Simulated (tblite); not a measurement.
# C2H11Si3: the cost of one run

Computed with tblite 0.8.0 and PySCF 2.14.0; each step states its level. No surroundings beyond the atoms listed, unless a continuum is named. Atoms count from 0, parts from 1.

## 1. The system as given

16 atoms, charge 0, multiplicity 2; geometry: distance geometry start.

## 2. Relaxing the cluster with GFN1-xTB

The job: settings as JSON, then the geometry in Å.

```
{"job": {"kind": "relax", "xc": "GFN1-xTB", "basis": "xTB"}, "charge": 0, "multiplicity": 2}
Si     0.371745     0.115457    -0.763086
Si     2.155679    -1.230613    -0.732781
C      0.818415     1.771367     0.010967
C     -0.844212    -0.711931     0.444324
Si    -2.556563     0.030493     0.298983
H      3.202496    -0.608927     0.038184
H      1.784694    -2.512830    -0.107510
H      2.535186    -1.521550    -2.117879
H      0.383885     1.786853     0.995110
H      1.923510     1.891635     0.005032
H      0.366329     2.577755    -0.624248
H     -0.827707    -1.768114     0.191561
H     -0.487018    -0.492740     1.466547
H     -3.260681    -0.317425     1.536752
H     -2.410907     1.494376     0.199965
H     -3.259099    -0.515732    -0.874495
```

Level: GFN1-xTB geometry optimisation, gas phase.

On the command line:

```
$ OMP_NUM_THREADS=1 python cluster_run.py task.json out
```

The driver reads the jobs from task.json and runs them one after another.

Q: Estimate the wall time of this first job on 1 thread of Intel Xeon at 2.70GHz, shared host.

About 10 s.
